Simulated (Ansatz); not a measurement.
# HfH (quartet): the correlation ladder at distance Hf1–H2 = 1.696 Å, def2-TZVP

Aim: climb from Hartree-Fock through coupled cluster and multireference methods for HfH (quartet) at one geometry and basis, and see what each rung misses.

Program: Ansatz 0.2.0, Gaussian basis. Level of theory: def2-TZVP, core rule «outside noble gas», up to 4 orbitals frozen. These are calculated values, not measurements.

To be run: UHF; CCSD(T) on ROHF; CCSD(T) on UHF; CISD; CCSDT(Q) on ROHF; CCSDT(Q) on UHF; CASSCF and MRCISD+Q, 5 electrons in 5 orbitals; CASSCF and NEVPT2, 5 electrons in 5 orbitals; Full CI.

33 further runs of the same task are left out: 22 for a known fault of the program, 8 that didn't finish, 3 set aside as unsound or not needed.

## (1) The geometry

The geometry derives from a PBE0/def2-TZVP stationary point (not a proven minimum). One bond is set to the value named and the two fragments are kept rigid. No spin-orbit coupling is included. Elements past krypton take def2 core potentials.

2 atoms, charge 0, spin multiplicity 4.

Atoms are counted from 1 here; the program's logs count them from 0.

Bond lengths: Hf1–H2 1.696 Å.

## (2) UHF

The input, in.yaml:

```yaml
crystal:
  periodic: [false, false, false]
  atoms:
    - {symbol: Hf, position_ang: [0.000000, 0.000000, 0.000000]}
    - {symbol: H, position_ang: [0.000000, 0.000000, 1.696000]}
basis:
  gaussian: {orbitals: def2-TZVP}
magnetization: {spin_polarized: true, initial_magnetization: 3}
hamiltonian: {xc: hf}
output: {orbitals: {seedname: orbitals}}
```

Launch:

```console
$ ansatz run in.yaml --threads 1 --pin off --events-out ev --progress --plain --max-ram 2393MiB
```

The runs that follow: CCSD(T) on ROHF; CCSD(T) on UHF; CISD; CCSDT(Q) on ROHF; CCSDT(Q) on UHF; CASSCF and MRCISD+Q, 5 electrons in 5 orbitals; CASSCF and NEVPT2, 5 electrons in 5 orbitals; Full CI.

Before running them: what should the planned runs give, taken together? Wanted: FCI below the RHF energy; RMP2 from FCI; UMP2 from FCI; RCCSD from FCI; RCCSD(T) from FCI; UCCSD(T) from FCI; RCCSDT(Q) from FCI; UCCSDT(Q) from FCI; NEVPT2 pair from FCI.

The runs gave:

```
                         quantity                                              value
         FCI below the RHF energy                                         -1.6423 eV
                    RMP2 from FCI                                     +9.48 kcal/mol
                    UMP2 from FCI                                     +7.51 kcal/mol
                   RCCSD from FCI                                     +1.13 kcal/mol
                RCCSD(T) from FCI                                     +0.32 kcal/mol
                UCCSD(T) from FCI                                     -1.50 kcal/mol
               RCCSDT(Q) from FCI                                     -0.28 kcal/mol
               UCCSDT(Q) from FCI                                     -1.92 kcal/mol
             NEVPT2 pair from FCI                                    +11.18 kcal/mol
           MRCISD+Q pair from FCI                                     +0.11 kcal/mol
levels within 1 kcal/mol (43 meV)  UCCSD, RCCSD(T), RCCSDT, RCCSDT(Q), MRCISD+Q pair
                    T1 diagnostic                                              0.029
   effectively unpaired electrons                                               3.16
```

What this shows: RCCSD(T) misses by +0.32 kcal/mol, 0.8 % of the correlation energy. CCSD(T) misses by +0.32 kcal/mol on the restricted determinant and by -1.50 kcal/mol on the unrestricted one; the two need not hold the same state or core. UCCSD, UCCSD(T), RCCSDT, UCCSDT, RCCSDT(Q), UCCSDT(Q) fall below full CI: unrestricted runs freeze a spin-polarised core, another one than full CI's, and coupled cluster isn't variational. One determinant dominates. Of the multireference levels listed MRCISD+Q pair comes nearest in total energy (+0.11 kcal/mol), which doesn't show that its space is the better one. These misses are within one basis, not against nature; the frozen cores of restricted and unrestricted runs differ, which can shift their rows.
